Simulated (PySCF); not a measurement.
# C5H5FP2: excited states

Aim: compute the excited states of C5H5FP2 (`Cc1pcc(F)cp1`).

Programs: PySCF 2.14.0, with routines of our own; each step states its level. All values are computed. Atoms count from 0.

### 1 The starting structure

13 atoms, charge 0, multiplicity 1; geometry from: GFN2-xTB.

### 2 Excited states: TDA wB97X-D/def2-SVP

What the job is given:

```
{"job": {"kind": "states", "xc": "wB97X-D", "basis": "def2-SVP", "tda": true, "soc": true, "nstates": 8, "ntriplets": 6, "nquad": 4}, "charge": 0, "multiplicity": 1}
C      2.485781    -0.140899     0.074013
C      0.979465    -0.046413     0.050134
P      0.343238     1.447089    -0.582363
C     -1.371039     1.223044    -0.522784
C     -2.049007     0.113928    -0.068837
F     -3.404741     0.184738    -0.124600
C     -1.529571    -1.055481     0.439594
P      0.141444    -1.454269     0.642692
H      2.939840     0.842324     0.190015
H      2.826936    -0.789133     0.880058
H      2.848389    -0.563370    -0.864517
H     -1.973233     2.049033    -0.879794
H     -2.241888    -1.810102     0.748662
```

With the program's defaults for keys left out, this is: TDA wB97X-D/def2-SVP excited states, vertical, gas phase, spin-orbit mean-field couplings.

Run with:

```
$ OMP_NUM_THREADS=1 python excited_run.py task.json out
```

The driver reads the jobs from task.json and runs them one after another.

The program printed:

```text
coarse grid: 12864 points
cycle   1  E = -975.3405161903  dE =  1.372e+00  |g| = 5.164e-01  |ddm| = 4.134e+00
cycle   2  E = -975.3442630714  dE = -3.747e-03  |g| = 5.662e-01  |ddm| = 9.494e-01
cycle   3  E = -975.3979052641  dE = -5.364e-02  |g| = 5.111e-02  |ddm| = 4.652e-01
cycle   4  E = -975.3984660817  dE = -5.608e-04  |g| = 2.744e-02  |ddm| = 8.159e-02
cycle   5  E = -975.3986564867  dE = -1.904e-04  |g| = 8.178e-03  |ddm| = 3.991e-02
cycle   6  E = -975.3986764434  dE = -1.996e-05  |g| = 2.902e-03  |ddm| = 1.268e-02
cycle   7  E = -975.3986794781  dE = -3.035e-06  |g| = 9.122e-04  |ddm| = 4.452e-03
final grid: 118360 points
cycle   8  E = -975.5195241644  dE = -8.532e-05  |g| = 7.122e-03  |ddm| = 3.816e-02
cycle   9  E = -975.5195267701  dE = -2.606e-06  |g| = 6.941e-03  |ddm| = 1.535e-02
cycle  10  E = -975.5195361888  dE = -9.419e-06  |g| = 5.492e-04  |ddm| = 6.375e-03
cycle  11  E = -975.5195363797  dE = -1.909e-07  |g| = 3.703e-04  |ddm| = 1.386e-03
cycle  12  E = -975.5195364358  dE = -5.618e-08  |g| = 1.195e-04  |ddm| = 7.348e-04
cycle  13  E = -975.5195364473  dE = -1.149e-08  |g| = 5.983e-05  |ddm| = 3.069e-04
cycle  14  E = -975.5195364504  dE = -3.076e-09  |g| = 2.461e-05  |ddm| = 2.430e-04
cycle  15  E = -975.5195364506  dE = -2.226e-10  |g| = 6.756e-06  |ddm| = 4.549e-05
converged SCF energy = -975.5195364506

Singlet excitations
state   eV       nm        f     d(h-e)  d(exc)  Lambda  PR(NTO)  |dmu|/D   mu/D   main configurations
  1   4.2680   290.5   0.01179   0.078   3.004   0.669   1.845    0.163    1.055   H->L 0.65, H-1->L+1 0.32
  2   4.2728   290.2   0.02895   0.704   3.105   0.642   1.018    1.417    2.306   H-2->L 0.90, H-1->L 0.09
  3   4.7310   262.1   0.00000   0.288   3.052   0.600   1.014    0.480    1.359   H-2->L+1 0.91
  4   5.0893   243.6   0.00853   0.166   2.908   0.840   2.059    0.308    0.587   H-1->L 0.53, H->L+1 0.38
  5   5.8729   211.1   0.43976   0.028   2.930   0.814   2.468                     H->L+1 0.52, H-1->L 0.30
  6   5.8981   210.2   0.00608   0.412   2.996   0.628   1.090                     H-3->L 0.93
  7   6.0201   206.0   0.43799   0.189   2.953   0.649   2.519                     H-1->L+1 0.49, H->L 0.27, H-2->L+2 0.11
  8   6.3626   194.9   0.01582   0.107   3.049   0.563   1.048                     H-3->L+1 0.95

Triplet excitations (Tamm-Dancoff)
state   eV     d(h-e)  d(exc)  Lambda  PR(NTO)   main configurations
  1   2.9978   0.125   2.679   0.852   1.680   H-1->L 0.68, H->L+1 0.24
  2   3.4352   0.319   2.955   0.682   1.089   H->L 0.95
  3   3.5876   0.636   2.917   0.646   1.163   H-2->L 0.82, H-1->L 0.10
  4   3.6793   0.033   2.922   0.826   1.655   H->L+1 0.72, H-1->L 0.20
  5   4.0019   0.181   2.769   0.604   1.332   H-2->L+1 0.72, H-3->L 0.13, H-1->L+1 0.11
  6   4.2442   0.625   2.913   0.640   1.123   H-1->L+1 0.82, H-2->L+1 0.12
S1 - T1 = 1.2702 eV

Spin-orbit couplings |<S|Hso|T>| (cm-1)
             T1       T2       T3       T4       T5       T6
S0        0.881    3.585   46.017    6.491  115.214    9.420
S1        1.938    0.715   27.884    3.870    2.344    0.036
S2       12.992   42.813    0.477    4.971   13.004    2.072
S3       26.000    2.717   11.151   38.505    1.226   14.799
S4        1.033    0.911   18.694    2.702   42.452    2.372
S5        1.079    0.438   18.635    0.349   26.769    1.587
S6       29.907   31.560   54.052   17.300    1.061    3.890
S7        2.220    3.934   53.070    6.892    3.904    0.134
S8       23.195    4.115    3.046   26.552   56.714   31.355
T1 sublevels (cm-1): 0.000 0.030 0.096   radiative rates (1/s): 0.0192 8.1 0.796
```

Wall time 26 s (1 thread of Arm Neoverse V2, shared host); peak memory 0.64 GiB.

From this job:

```csv
quantity,value
S1 less T1,1.27 eV
```

### 3 Excited states: TDDFT B3LYP/def2-SVPD

The job, as its differences from that of step 2:

```diff
@@ -1,2 +1,2 @@
-{"job": {"kind": "states", "xc": "wB97X-D", "basis": "def2-SVP", "tda": true, "soc": true, "nstates": 8, "ntriplets": 6, "nquad": 4}, "charge": 0, "multiplicity": 1}
+{"job": {"kind": "states", "xc": "B3LYP", "basis": "def2-SVPD", "tpa": true, "nstates": 6, "nquad": 5, "ntriplets": 0}, "charge": 0, "multiplicity": 1}
 C      2.485781    -0.140899     0.074013
```

With the program's defaults for keys left out, this is: TDDFT B3LYP/def2-SVPD excited states, vertical, gas phase, two-photon moments by quadratic response.

The program printed:

```text
coarse grid: 12864 points
cycle   1  E = -975.4954122024  dE =  1.122e+00  |g| = 5.443e-01  |ddm| = 7.204e+00
cycle   2  E = -975.4226347988  dE =  7.278e-02  |g| = 7.882e-01  |ddm| = 1.855e+00
cycle   3  E = -975.5578679493  dE = -1.352e-01  |g| = 1.003e-01  |ddm| = 1.040e+00
cycle   4  E = -975.5594496045  dE = -1.582e-03  |g| = 6.264e-02  |ddm| = 2.324e-01
cycle   5  E = -975.5604879415  dE = -1.038e-03  |g| = 1.957e-02  |ddm| = 1.404e-01
cycle   6  E = -975.5606056597  dE = -1.177e-04  |g| = 5.455e-03  |ddm| = 4.632e-02
cycle   7  E = -975.5606133382  dE = -7.678e-06  |g| = 1.719e-03  |ddm| = 1.136e-02
final grid: 118360 points
cycle   8  E = -975.6862773970  dE = -3.257e-05  |g| = 3.404e-03  |ddm| = 1.112e-01
cycle   9  E = -975.6862746625  dE =  2.735e-06  |g| = 5.002e-03  |ddm| = 1.492e-02
cycle  10  E = -975.6862800432  dE = -5.381e-06  |g| = 8.487e-04  |ddm| = 7.188e-03
cycle  11  E = -975.6862801986  dE = -1.553e-07  |g| = 3.463e-04  |ddm| = 1.747e-03
cycle  12  E = -975.6862802289  dE = -3.031e-08  |g| = 1.399e-04  |ddm| = 8.211e-04
cycle  13  E = -975.6862802339  dE = -4.996e-09  |g| = 3.457e-05  |ddm| = 2.775e-04
cycle  14  E = -975.6862802342  dE = -3.058e-10  |g| = 1.211e-05  |ddm| = 7.118e-05
converged SCF energy = -975.6862802342

Singlet excitations
state   eV       nm        f     d(h-e)  d(exc)  Lambda  PR(NTO)  |dmu|/D   mu/D   delta(TPA)   sigma/GM   main configurations
  1   3.8694   320.4   0.01355   0.661   3.262   0.611   1.019    1.134    2.198        2.01      0.011   H-1->L 0.96
  2   3.9774   311.7   0.00911   0.128   3.082   0.669   1.789    0.213    1.279       17.05      0.099   H->L 0.72, H-2->L+1 0.26
  3   4.3034   288.1   0.00000   0.353   3.212   0.605   1.044    0.616    1.672        0.42      0.003   H-1->L+1 0.94
  4   4.6324   267.6   0.01020   0.256   3.071   0.836   2.049    0.446    0.621       15.75      0.124   H-2->L 0.63, H->L+1 0.33
  5   5.1632   240.1   0.27870   0.039   3.046   0.793   2.271    0.026    1.048        0.99      0.010   H->L+1 0.63, H-2->L 0.29
  6   5.3047   233.7   0.28105   0.376   3.083   0.628   2.223                                            H-2->L+1 0.63, H->L 0.24
```

Wall time 46 s (1 thread of Arm Neoverse V2, shared host); peak memory 0.85 GiB.

### 4 What came out

| quantity | value |
| --- | --- |
| S1 less T1 (step 2, TDA wB97X-D/def2-SVP) | 1.27 eV |

In words: In step 2 some excited states are degenerate or nearly so. In step 2, the number of triplets below S1 is at least 6, and the largest singlet-triplet spin-orbit coupling is S0–T5, 115.21 cm⁻¹.
